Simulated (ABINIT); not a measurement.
Crystal: ZrB.

```
Zr B
1.0
     0.00000    2.32500    2.32500
     2.32500    0.00000    2.32500
     2.32500    2.32500    0.00000
Zr B
1 1
Direct
  0.00000 0.00000 0.00000
  0.50000 0.50000 0.50000
```

```yaml
Program: ABINIT 10.8.3 (patched build)
Task: relaxation of cell and atoms
Functional: PBE
Dispersion: D2
Potentials_or_basis: JTH PAW PBE v2.0
Cutoff: 463 eV
k_mesh: 8 × 8 × 8
Occupations: fermi-dirac, width 0.05 eV
Spin: no spin polarisation
```

At the start: pressure 32.3 GPa; volume 12.57 Å³/atom.

**Question.** Where does the relaxation end?

**Answer.** Over 5 steps the energy falls by 162.8 meV/atom and the volume is 14.36 Å³/atom (+14.2 %); space group Fm-3m (No. 225, to 0.05 Å).

Step by step:
```tsv
step	energy change (eV)	largest force (eV/Å)	pressure (GPa)	volume (Å³)
1	0.0000	0.0000	32.27	25.14
2	-0.3031	0.0000	7.31	27.70
3	-0.3253	0.0000	0.82	28.59
4	-0.3256	0.0000	0.03	28.71
5	-0.3256	0.0000	0.00	28.71
```

Final structure:
```yaml
crystal:
  lattice:
    - [0.00000, 2.43043, 2.43043]
    - [2.43043, 0.00000, 2.43043]
    - [2.43043, 2.43043, 0.00000]
  atoms:
    - { symbol: Zr, position: [0.00000, 0.00000, 0.00000] }
    - { symbol: B, position: [0.50000, 0.50000, 0.50000] }
```

Caveat: the volume moved by +14 % from the deposited cell, more than functionals usually miss; pairwise dispersion overbinds metals, which lowers pressure and volume.
